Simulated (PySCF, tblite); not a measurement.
# C₂H₅ClOSi: dynamics, then NMR shifts and electronic excitations on frames, part 2 of 2

tblite 0.8.0 and PySCF 2.14.0. Atoms count from 0. Earlier steps stand in the parts before.

### 9 Nuclear shieldings: 800 fs, PBE0/pcSseg-1

What the job is given:

```
{"job": {"kind": "nmr", "xc": "PBE0", "basis": "pcSseg-1", "pop": false}, "charge": 0, "multiplicity": 1}
C     -1.549300    -0.748700    -0.587900
C     -1.137800     0.382300    -0.057800
O      0.087800     0.637200     0.465700
Si     1.411100    -0.330100     0.610400
Cl     2.882700     0.921100     1.237000
H     -0.896800    -1.562800    -0.396200
H     -2.396500    -0.744800    -1.210800
H     -1.697400     1.311100    -0.234100
H      1.297700    -1.431400     1.514500
H      1.967400    -0.818100    -0.640500
```

Method: GIAO PBE0/pcSseg-1 NMR shielding, non-relativistic, gas phase.

Log:

```text
coarse grid: 9608 points
cycle   1  E = -903.5635803833  dE =  6.418e-01  |g| = 6.229e-01  |ddm| = 2.847e+00
cycle   2  E = -903.4996069644  dE =  6.397e-02  |g| = 8.668e-01  |ddm| = 1.106e+00
cycle   3  E = -903.6370716773  dE = -1.375e-01  |g| = 1.115e-01  |ddm| = 6.908e-01
cycle   4  E = -903.6391932183  dE = -2.122e-03  |g| = 4.404e-02  |ddm| = 1.114e-01
cycle   5  E = -903.6396282612  dE = -4.350e-04  |g| = 1.396e-02  |ddm| = 4.206e-02
cycle   6  E = -903.6396746780  dE = -4.642e-05  |g| = 2.869e-03  |ddm| = 1.232e-02
cycle   7  E = -903.6396765308  dE = -1.853e-06  |g| = 4.306e-04  |ddm| = 2.684e-03
final grid: 84160 points
cycle   8  E = -903.6775771559  dE = -1.750e-05  |g| = 8.668e-03  |ddm| = 1.483e-02
cycle   9  E = -903.6775605597  dE =  1.660e-05  |g| = 1.280e-02  |ddm| = 1.213e-02
cycle  10  E = -903.6775900027  dE = -2.944e-05  |g| = 1.603e-03  |ddm| = 8.467e-03
cycle  11  E = -903.6775905472  dE = -5.445e-07  |g| = 3.530e-04  |ddm| = 1.496e-03
cycle  12  E = -903.6775905732  dE = -2.602e-08  |g| = 1.052e-04  |ddm| = 2.838e-04
cycle  13  E = -903.6775905759  dE = -2.733e-09  |g| = 1.668e-05  |ddm| = 8.714e-05
cycle  14  E = -903.6775905760  dE = -6.457e-11  |g| = 4.231e-06  |ddm| = 1.859e-05
converged SCF energy = -903.6775905760

GIAO shielding tensors (ppm)
atom      isotropic    diamagn.    paramagn.     s11        s22        s33       span
  0 C       87.714     260.568    -172.853    -22.858    128.293    157.708    180.566
  1 C       25.895     249.169    -223.273    -90.721     66.464    101.943    192.664
  2 O      209.171     396.673    -187.503    143.121    237.809    246.582    103.462
  3 Si     366.418     878.186    -511.768    328.857    361.275    409.122     80.264
  4 Cl     945.596    1148.076    -202.480    790.198    979.511   1067.079    276.882
  5 H       27.445      33.843      -6.398     23.611     26.400     32.324      8.714
  6 H       27.062      30.650      -3.587     24.703     26.480     30.004      5.300
  7 H       24.938      29.015      -4.077     21.366     26.046     27.403      6.037
  8 H       26.345      28.922      -2.577     22.195     25.165     31.677      9.482
  9 H       26.105      29.351      -3.246     21.807     25.263     31.246      9.440
```

Run time: 7.8 s. Hardware: 1 thread of Arm Neoverse V1, shared host; peak memory 0.62 GiB.

Key values: δ C1 161.0, C0 99.2, O2 126.9, Si3 -17.3, H7 6.78, H9 5.61 ppm.

### 10 Ultraviolet spectrum: 800 fs, PBE0/def2-SVPD

The job, as its differences from that of step 9:

```diff
@@ -1,2 +1,2 @@
-{"job": {"kind": "nmr", "xc": "PBE0", "basis": "pcSseg-1", "pop": false}, "charge": 0, "multiplicity": 1}
+{"job": {"kind": "uv", "xc": "PBE0", "basis": "def2-SVPD", "nstates": 5, "ntriplets": 0}, "charge": 0, "multiplicity": 1}
 C     -1.549300    -0.748700    -0.587900
```

With the program's defaults for keys left out, this is: TDDFT PBE0/def2-SVPD, vertical, gas phase, core orbitals frozen in the response.

Log:

```text
coarse grid: 9608 points
cycle   1  E = -903.2131475327  dE =  6.027e-01  |g| = 5.834e-01  |ddm| = 4.370e+00
cycle   2  E = -903.1491562856  dE =  6.399e-02  |g| = 8.249e-01  |ddm| = 1.601e+00
cycle   3  E = -903.2812231378  dE = -1.321e-01  |g| = 1.085e-01  |ddm| = 8.768e-01
cycle   4  E = -903.2833385034  dE = -2.115e-03  |g| = 4.337e-02  |ddm| = 1.653e-01
cycle   5  E = -903.2837945977  dE = -4.561e-04  |g| = 1.320e-02  |ddm| = 5.991e-02
cycle   6  E = -903.2838377337  dE = -4.314e-05  |g| = 2.708e-03  |ddm| = 1.866e-02
cycle   7  E = -903.2838395884  dE = -1.855e-06  |g| = 4.276e-04  |ddm| = 4.458e-03
final grid: 84160 points
cycle   8  E = -903.3916120288  dE = -1.398e-05  |g| = 7.460e-03  |ddm| = 6.282e-02
cycle   9  E = -903.3915980091  dE =  1.402e-05  |g| = 1.137e-02  |ddm| = 1.714e-02
cycle  10  E = -903.3916230416  dE = -2.503e-05  |g| = 1.344e-03  |ddm| = 1.080e-02
cycle  11  E = -903.3916234878  dE = -4.462e-07  |g| = 2.027e-04  |ddm| = 1.699e-03
cycle  12  E = -903.3916234962  dE = -8.356e-09  |g| = 7.905e-05  |ddm| = 3.106e-04
cycle  13  E = -903.3916234978  dE = -1.580e-09  |g| = 1.571e-05  |ddm| = 1.198e-04
cycle  14  E = -903.3916234979  dE = -6.753e-11  |g| = 3.741e-06  |ddm| = 3.297e-05
converged SCF energy = -903.3916234979

Static polarisability (au): isotropic 66.157, principal 52.136 61.234 85.100

Singlet excitations
state   eV       nm        f      main configurations
  1   6.1926    200.2   0.00690   H->L 0.65, H->L+1 0.29
  2   6.6084    187.6   0.02394   H->L+2 0.46, H->L+1 0.44
  3   7.0486    175.9   0.18183   H->L+2 0.34, H->L+3 0.28, H->L 0.17
  4   7.1349    173.8   0.09807   H->L+3 0.65, H->L+2 0.13, H->L+1 0.08
  5   7.5462    164.3   0.00536   H-1->L 0.49, H-1->L+1 0.29, H->L+4 0.18
```

It took 12 s on 1 thread of Arm Neoverse V1, shared host; peak memory 0.73 GiB.

In short: HOMO -7.49 eV, LUMO -0.07 eV; lowest singlet 6.19 eV.

### 11 Shielding tensors: 1000 fs, PBE0/pcSseg-1

What the job is given:

```
{"job": {"kind": "nmr", "xc": "PBE0", "basis": "pcSseg-1", "pop": false}, "charge": 0, "multiplicity": 1}
C     -1.896800    -0.733100    -0.626300
C     -1.474900     0.492400    -0.418700
O     -0.303200     0.787000     0.236300
Si     1.017600    -0.057200     0.578900
Cl     2.185900     1.271600     1.580800
H     -1.189100    -1.472000    -0.373700
H     -2.863600    -0.976500    -0.981900
H     -1.920300     1.447300    -0.635200
H      0.738500    -1.274700     1.362500
H      1.618200    -0.272100    -0.788700
```

With the program's defaults for keys left out, this is: GIAO PBE0/pcSseg-1 NMR shielding, non-relativistic, gas phase.

Log:

```text
coarse grid: 9608 points
cycle   1  E = -903.5563886749  dE =  6.469e-01  |g| = 6.553e-01  |ddm| = 2.843e+00
cycle   2  E = -903.4773730102  dE =  7.902e-02  |g| = 9.370e-01  |ddm| = 1.186e+00
cycle   3  E = -903.6360201694  dE = -1.586e-01  |g| = 1.166e-01  |ddm| = 7.581e-01
cycle   4  E = -903.6384638301  dE = -2.444e-03  |g| = 4.473e-02  |ddm| = 1.181e-01
cycle   5  E = -903.6389188534  dE = -4.550e-04  |g| = 1.428e-02  |ddm| = 4.241e-02
cycle   6  E = -903.6389677332  dE = -4.888e-05  |g| = 2.882e-03  |ddm| = 1.268e-02
cycle   7  E = -903.6389695665  dE = -1.833e-06  |g| = 4.098e-04  |ddm| = 2.685e-03
final grid: 84160 points
cycle   8  E = -903.6777517563  dE = -1.741e-05  |g| = 8.888e-03  |ddm| = 1.615e-02
cycle   9  E = -903.6777336464  dE =  1.811e-05  |g| = 1.327e-02  |ddm| = 1.278e-02
cycle  10  E = -903.6777652426  dE = -3.160e-05  |g| = 1.489e-03  |ddm| = 8.787e-03
cycle  11  E = -903.6777657063  dE = -4.636e-07  |g| = 3.552e-04  |ddm| = 1.421e-03
cycle  12  E = -903.6777657334  dE = -2.715e-08  |g| = 1.027e-04  |ddm| = 2.878e-04
cycle  13  E = -903.6777657360  dE = -2.569e-09  |g| = 1.644e-05  |ddm| = 8.373e-05
cycle  14  E = -903.6777657360  dE = -6.730e-11  |g| = 4.336e-06  |ddm| = 1.813e-05
converged SCF energy = -903.6777657360

GIAO shielding tensors (ppm)
atom      isotropic    diamagn.    paramagn.     s11        s22        s33       span
  0 C       91.869     258.750    -166.881     -8.986    121.353    163.239    172.225
  1 C       29.241     248.275    -219.033    -78.391     64.293    101.822    180.214
  2 O      201.810     398.067    -196.258    132.494    223.866    249.069    116.575
  3 Si     370.059     879.202    -509.143    333.492    382.379    394.306     60.815
  4 Cl     935.389    1148.435    -213.046    796.278   1003.346   1006.541    210.263
  5 H       27.616      34.361      -6.745     24.678     25.899     32.271      7.593
  6 H       27.186      29.538      -2.353     25.067     26.470     30.020      4.953
  7 H       25.183      29.296      -4.114     21.385     26.096     28.066      6.681
  8 H       25.755      29.120      -3.365     21.582     24.835     30.848      9.266
  9 H       25.624      29.047      -3.423     21.936     24.236     30.700      8.764
```

It took 7.8 s on 1 thread of Arm Neoverse V1, shared host; peak memory 0.62 GiB.

This run: δ C1 157.7, C0 95.1, O2 134.3, Si3 -20.9, H7 6.53, H9 6.09 ppm.

### 12 Excited states and response: 1000 fs, PBE0/def2-SVPD

The job, as its differences from that of step 11:

```diff
@@ -1,2 +1,2 @@
-{"job": {"kind": "nmr", "xc": "PBE0", "basis": "pcSseg-1", "pop": false}, "charge": 0, "multiplicity": 1}
+{"job": {"kind": "uv", "xc": "PBE0", "basis": "def2-SVPD", "nstates": 5, "ntriplets": 0}, "charge": 0, "multiplicity": 1}
 C     -1.896800    -0.733100    -0.626300
```

With the program's defaults for keys left out, this is: TDDFT PBE0/def2-SVPD, vertical, gas phase, core orbitals frozen in the response.

Log:

```text
coarse grid: 9608 points
cycle   1  E = -903.2053191765  dE =  6.080e-01  |g| = 6.137e-01  |ddm| = 4.520e+00
cycle   2  E = -903.1233174870  dE =  8.200e-02  |g| = 9.018e-01  |ddm| = 1.794e+00
cycle   3  E = -903.2793431212  dE = -1.560e-01  |g| = 1.146e-01  |ddm| = 1.038e+00
cycle   4  E = -903.2818214144  dE = -2.478e-03  |g| = 4.511e-02  |ddm| = 1.912e-01
cycle   5  E = -903.2823191895  dE = -4.978e-04  |g| = 1.358e-02  |ddm| = 6.379e-02
cycle   6  E = -903.2823652931  dE = -4.610e-05  |g| = 2.723e-03  |ddm| = 2.066e-02
cycle   7  E = -903.2823671436  dE = -1.851e-06  |g| = 3.998e-04  |ddm| = 4.631e-03
final grid: 84160 points
cycle   8  E = -903.3909823884  dE = -1.493e-05  |g| = 7.765e-03  |ddm| = 7.556e-02
cycle   9  E = -903.3909660528  dE =  1.634e-05  |g| = 1.208e-02  |ddm| = 2.040e-02
cycle  10  E = -903.3909942418  dE = -2.819e-05  |g| = 1.257e-03  |ddm| = 1.291e-02
cycle  11  E = -903.3909946354  dE = -3.936e-07  |g| = 2.026e-04  |ddm| = 1.782e-03
cycle  12  E = -903.3909946439  dE = -8.447e-09  |g| = 8.280e-05  |ddm| = 3.224e-04
cycle  13  E = -903.3909946456  dE = -1.702e-09  |g| = 1.529e-05  |ddm| = 1.369e-04
cycle  14  E = -903.3909946456  dE = -6.776e-11  |g| = 3.867e-06  |ddm| = 3.391e-05
converged SCF energy = -903.3909946456

Static polarisability (au): isotropic 66.698, principal 53.735 60.509 85.849

Singlet excitations
state   eV       nm        f      main configurations
  1   6.2159    199.5   0.01631   H->L 0.52, H->L+1 0.45
  2   6.4390    192.6   0.05199   H->L+1 0.47, H->L 0.31, H->L+2 0.20
  3   7.1481    173.5   0.06711   H->L+3 0.74, H->L+2 0.15
  4   7.2202    171.7   0.18014   H->L+2 0.59, H->L+3 0.21, H->L 0.09
  5   7.4795    165.8   0.00163   H->L+4 0.94
```

It took 12 s on 1 thread of Arm Neoverse V1, shared host; peak memory 0.73 GiB.

This run: HOMO -7.43 eV, LUMO -0.05 eV; lowest singlet 6.22 eV.

### 13 Run by run: NMR shifts

Shifts (ppm) of some atoms, chosen among heavy atoms and hydrogens apart, with basis size and wall time:

```
  frame     C1    C0    H5    H6     O2    Si3  Cl4  functions   time
 250 fs  153.9  97.5  4.96  4.20  134.3  -18.4   39        124  7.9 s
 425 fs  156.0  92.7  3.66  3.53  132.9  -20.9  -19        124  7.7 s
 625 fs  147.9  98.6  4.88  5.01  115.9  -29.0    3        124  7.8 s
 800 fs  161.0  99.2  4.27  4.65  126.9  -17.3    4        124  7.8 s
1000 fs  157.7  95.1  4.10  4.53  134.3  -20.9   14        124  7.8 s
```

### 14 Comparing the runs: electronic excitations

Excitations and ground-state properties, with basis size and wall time:

```
  frame  lowest singlet (eV)  brightest (eV)      f  gap (eV)  α (Å³)  μ (D)  functions  time
 250 fs                 5.84            7.00  0.321      6.99   10.22   1.61        154  12 s
 425 fs                 6.26            7.04  0.271      7.37    9.74   0.93        154  12 s
 625 fs                 6.37            7.38  0.207      7.50    9.82   1.44        154  12 s
 800 fs                 6.19            7.05  0.182      7.43    9.80   1.93        154  12 s
1000 fs                 6.22            7.22  0.180      7.38    9.88   1.78        154  12 s
```

### 15 Results

What follows sums up all 2 parts.

| quantity | value |
| --- | --- |
| thermostat | 200 K |
| mean temperature, second half | 225 K |
| mean potential energy above the minimum | 0.16 eV |
| ¹³C shifts against TMS (PBE0/pcSseg-1, 250 fs) | 153.9, 97.5 ppm |
| ¹H shifts against TMS (PBE0/pcSseg-1, 250 fs) | 7.13, 5.86, 5.64, 4.96, 4.20 ppm |
| ¹⁷O shifts against H2O (PBE0/pcSseg-1, 250 fs) | 134.3 ppm |
| ²⁹Si shifts against TMS (PBE0/pcSseg-1, 250 fs) | -18.4 ppm |
| ³⁵Cl shifts against HCl (PBE0/pcSseg-1, 250 fs) | 39 ppm |
| lowest singlet (PBE0/def2-SVPD, 250 fs) | 5.84 eV (212 nm), f = 0.006 |
| brightest single state of those computed | state 4, 7.00 eV, f = 0.321 |
| range of the shift of Cl4 | -19 to 39 ppm |
| range of the lowest singlet | 5.84 to 6.37 eV |

In words: In the second half the potential energy averages 0.16 eV above the minimum; equipartition over 24 harmonic modes at 200 K would give 0.21 eV. With 10 atoms the temperature swings widely (106 to 309 K). Shifts at one fixed geometry are not the observed spectrum, which averages over the motion. In the first frame run (250 fs): The largest span, 285 ppm, is at Cl4, where the paramagnetic term is -237 ppm. The lowest singlet, at 5.84 eV, is HOMO→LUMO 0.98 and is weak; of the 5 states computed, the strongest absorption comes from state 4 at 7.00 eV. In ppm, Cl4 moves most: its shift spreads over 57 ppm, from -19 (425 fs) to 39 (250 fs). The lowest singlet runs from 5.84 eV (250 fs) to 6.37 eV (625 fs), while the orbital gap spans 6.99 to 7.50 eV. The lowest state need not be the same one in every run.
